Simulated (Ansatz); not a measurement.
**C4H10Cd: taking an electron away**

One table from this session's results is given with a row withheld; the runs are named, their logs left out.

The runs use Ansatz 0.2.0, Gaussian basis; unrestricted cation, the program's frozen cores in correlated methods.

Levels to be run: UKS PBE-D4/def2-TZVPP; UKS r2SCAN-D4/def2-TZVPP; UKS PBE0-D4/def2-TZVPP; UKS B3LYP-D4/def2-TZVPP; UKS wB97X-V/def2-TZVPP; UKS wB97M-V/def2-TZVPP; UKS B2PLYP/def2-TZVPP; UHF-CCSD(T)/def2-TZVPP; UHF-MP2/def2-QZVPP; extrapolation to the limit; then −ε(HOMO) from the neutral's earlier runs with LDA (SPW92), PBE-D4, revPBE-D4, BLYP-D4, r2SCAN-D4, B97M-V, PBE0-D4, B3LYP-D4, r2SCANh-D4, r2SCAN0-D4, HSE06-D4, BHLYP-D4, CAM-B3LYP-D4, LC-ωPBE, ωB97X-V, ωB97M-V.

### The geometry

The geometry comes from an earlier relaxation with PBE0-D4 in a triple-zeta def2 set; it is a stationary point, not always the lowest conformer. Cd takes the def2 core potential; no spin-orbit term is included.

15 atoms, charge 0, spin multiplicity 1.

Atoms are counted from 1 here; the program's logs count them from 0.

Bond lengths: C1–Cd2 2.119 Å, C1–H6 1.092 Å, C1–H7 1.092 Å, C1–H8 1.092 Å, Cd2–C3 2.144 Å, C3–C4 1.524 Å, C3–C5 1.524 Å, C3–H9 1.097 Å, C4–H10 1.095 Å, C4–H11 1.099 Å, C4–H12 1.094 Å, C5–H13 1.095 Å, C5–H14 1.099 Å, C5–H15 1.094 Å. Angles: Cd2–C1–H6 110.6°, Cd2–C1–H7 110.6°, Cd2–C1–H8 110.5°, H6–C1–H7 108.4°, H6–C1–H8 108.4°, H7–C1–H8 108.4°, C1–Cd2–C3 180.0°, Cd2–C3–C4 112.2°, Cd2–C3–C5 112.2°, Cd2–C3–H9 105.0°, C4–C3–C5 110.9°, C4–C3–H9 108.1°, C5–C3–H9 108.1°, C3–C4–H10 111.9°, C3–C4–H11 111.0°, C3–C4–H12 112.6°, H10–C4–H11 106.6°, H10–C4–H12 107.3° and more.

The first run:

File in.yaml:

```yaml
crystal:
  periodic: [false, false, false]
  atoms:
    - {symbol: C, position_ang: [-2.172094, 1.237514, 2.177692]}
    - {symbol: Cd, position_ang: [-0.927015, 0.500689, 0.629458]}
    - {symbol: C, position_ang: [0.332011, -0.244244, -0.937725]}
    - {symbol: C, position_ang: [0.571883, -1.744295, -0.819620]}
    - {symbol: C, position_ang: [1.651623, 0.512519, -1.024787]}
    - {symbol: H, position_ang: [-2.536101, 0.417557, 2.800320]}
    - {symbol: H, position_ang: [-1.622104, 1.934336, 2.813648]}
    - {symbol: H, position_ang: [-3.034428, 1.760834, 1.759262]}
    - {symbol: H, position_ang: [-0.227356, -0.060722, -1.862870]}
    - {symbol: H, position_ang: [1.105065, -2.001283, 0.101435]}
    - {symbol: H, position_ang: [1.188967, -2.111732, -1.652032]}
    - {symbol: H, position_ang: [-0.357913, -2.319817, -0.828388]}
    - {symbol: H, position_ang: [2.251086, 0.393840, -0.116365]}
    - {symbol: H, position_ang: [2.265976, 0.139565, -1.856766]}
    - {symbol: H, position_ang: [1.510409, 1.585259, -1.183261]}
basis:
  gaussian: {orbitals: def2-TZVPP}
total_charge: 1
magnetization: {spin_polarized: true, initial_magnetization: 1}
hamiltonian: {xc: pbe, dispersion: d4}
```

On the command line:

```console
$ ansatz run in.yaml --threads 2 --pin off --events-out ev --progress --plain --max-ram 22528MiB --backend cuda --devices 0, --max-vram 18GiB
```

Among the steps run: Cation, UKS PBE-D4/def2-TZVPP; Cation, UKS r2SCAN-D4/def2-TZVPP; Cation, UKS PBE0-D4/def2-TZVPP; Cation, UKS B3LYP-D4/def2-TZVPP; Cation, UKS wB97X-V/def2-TZVPP; Cation, UKS wB97M-V/def2-TZVPP; Cation, UKS B2PLYP (frozen core)/def2-TZVPP; Cation, UHF-CCSD(T)/def2-TZVPP; Cation, UHF-MP2/def2-QZVPP.

One table of the session follows, with a row left open; its other results are not shown here.

For comparison, −ε(HOMO) of the neutral from earlier runs:

| functional | −ε(HOMO) (eV) |
| --- | --- |
| LDA (SPW92) | 5.40 |
| PBE-D4 | 5.22 |
| revPBE-D4 | ? |
| BLYP-D4 | 5.08 |
| r2SCAN-D4 | 5.37 |
| B97M-V | 5.41 |
| PBE0-D4 | 6.24 |
| B3LYP-D4 | 6.06 |
| r2SCANh-D4 | 5.76 |
| r2SCAN0-D4 | 6.35 |
| HSE06-D4 | 5.85 |
| BHLYP-D4 | 7.18 |
| CAM-B3LYP-D4 | 7.50 |
| LC-ωPBE | 8.79 |
| ωB97X-V | 8.43 |
| ωB97M-V | 8.34 |

Q: Estimate the row for revPBE-D4 from the others.

**Answer.** −ε(HOMO) (eV): 5.14. In the column «−ε(HOMO) (eV)» it lies between BLYP-D4 (5.08) and PBE-D4 (5.22).
